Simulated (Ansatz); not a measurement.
# AgGeAu: relaxing the atoms in a fixed cell

The start is AgGeAu, a known structure type filled with other elements, at an estimated volume. Where does it settle when we relax the atoms in a fixed cell, and what is it like there?

Computed, not measured: Ansatz 0.2.0, DFT, PBE, no spin polarisation, plane waves, PAW.

**1. Geometry**

The structure is hexagonal, space group P-6m2 (No. 187). Conventional cell: a = 4.448 Å, b = 4.448 Å, c = 10.093 Å, α = 90.00°, β = 90.00°, γ = 120.00°. Ag (site symmetry 3m) is surrounded by 3 Ge at 2.60 Å and 3 Au at 2.97 Å. Around Ge (site symmetry -6m2) lie 3 Ag at 2.57 Å. Around Au (site symmetry 3m) lie 6 Ag at 2.97 to 3.07 Å and 6 Ge at 3.07 to 3.19 Å and 2 Au at 3.36 Å. Au (site symmetry -6m2) is surrounded by 6 Ge at 2.96 Å and 6 Ag at 3.17 Å and 2 Au at 3.36 Å. Ag (site symmetry -6m2) has 3 Ge at 2.57 Å as nearest neighbours. Around Ge (site symmetry 3m) lie 3 Ag at 2.60 Å and 1 Ge at 2.95 Å and 3 Au at 2.96 Å.

In its conventional cell, by symmetry (the run takes the cell typed in the input):

```cif
data_structure
_symmetry_space_group_name_H-M 'P-6m2'
_symmetry_Int_Tables_number 187
_cell_length_a 4.4480
_cell_length_b 4.4480
_cell_length_c 10.0925
_cell_angle_alpha 90.000
_cell_angle_beta 90.000
_cell_angle_gamma 120.000
_cell_volume 172.93
loop_
_atom_site_label
_atom_site_type_symbol
_atom_site_symmetry_multiplicity
_atom_site_Wyckoff_symbol
_atom_site_fract_x
_atom_site_fract_y
_atom_site_fract_z
_atom_site_occupancy
Ag1 Ag 2 i 0.66667 0.33333 0.18490 1
Ge1 Ge 1 f 0.66667 0.33333 0.50000 1
Au1 Au 2 g 0.00000 0.00000 0.33333 1
Au2 Au 1 a 0.00000 0.00000 0.00000 1
Ag2 Ag 1 d 0.33333 0.66667 0.50000 1
Ge2 Ge 2 h 0.33333 0.66667 0.14605 1
```

It starts from an earlier solution of the starting cell (checkpoint.read).

**2. The relaxation**

File input.yaml:

```yaml
crystal:
  lattice:
    - [2.224011, 3.852097, 0.0]
    - [-2.224011, 3.852097, 0.0]
    - [0.0, 0.0, 10.092519]
  atoms:
    - { symbol: Ag, position: [0.3333, 0.3334, 0.1849] }
    - { symbol: Ag, position: [0.3334, 0.3333, 0.8151] }
    - { symbol: Ge, position: [0.3333, 0.3334, 0.5] }
    - { symbol: Au, position: [0.0, 0.0, 0.33333] }
    - { symbol: Au, position: [0.0, 0.0, 0.66667] }
    - { symbol: Au, position: [0.0, 0.0, 0.0] }
    - { symbol: Ag, position: [0.6667, 0.6666, 0.5] }
    - { symbol: Ge, position: [0.6667, 0.6666, 0.14605] }
    - { symbol: Ge, position: [0.6666, 0.6667, 0.85395] }
  symmetry: { tolerance: 0.0003 }
kpoints:
  mp_grid: { grid: [9, 9, 4], shift: [0, 0, 0] }
magnetization:
  spin_polarized: false
scf:
  occupations: { method: gaussian, width: 0.2821 }
  lower_state_search: "off"
hamiltonian:
  pseudopotentials: { kind: paw }
  xc: pbe
basis:
  ecutwfc: 420
  fft_grid_basis: typed
relax:
  max_steps: 80
output:
  forces: true
  stress: true
  eigenvalues: true
  bader: false
  populations: true
  elf: true
  write_potential: true
  volumetric_format: npy
  dos:
    e_range: [-12, 8]
    de: 0.05
    projected: { site_lists: { Ag: [Ag], Au: [Au], Ge: [Ge] } }
  write_density: true
checkpoint:
  read: saved_state
```

Run with:

```console
ansatz run input.yaml --threads 2 --pin off --max-ram 2560MiB --backend cpu --events-out ev --progress --plain --runs-dir out
```

What does the calculation give? Wanted: moves; energy gained; largest move; pressure left in the fixed cell; character.

The runs gave:

| quantity | value |
| --- | --- |
| moves | 4 |
| energy gained | 19.2 meV/atom |
| largest move | 0.32 Å (Ag) |
| space group (0.01 Å), before / after | P-6m2 / P-6m2 |
| pressure left in the fixed cell | 0.2 GPa |
| character | metal |
| density of states, mean within 0.25 eV of the Fermi level | 3.2 per eV per cell |

What this shows: In the fixed cell the largest move of an atom is 0.32 Å; the energy fell by 19.2 meV per atom. The run held to 12 symmetry operations, so a lower structure without them is not ruled out. It is a metal; within 0.25 eV of the Fermi level the density of states averages 3.2 per eV per cell, mostly Ge p (52 %).

Caveats: wide smearing; the SCF threshold is loose for a stress.
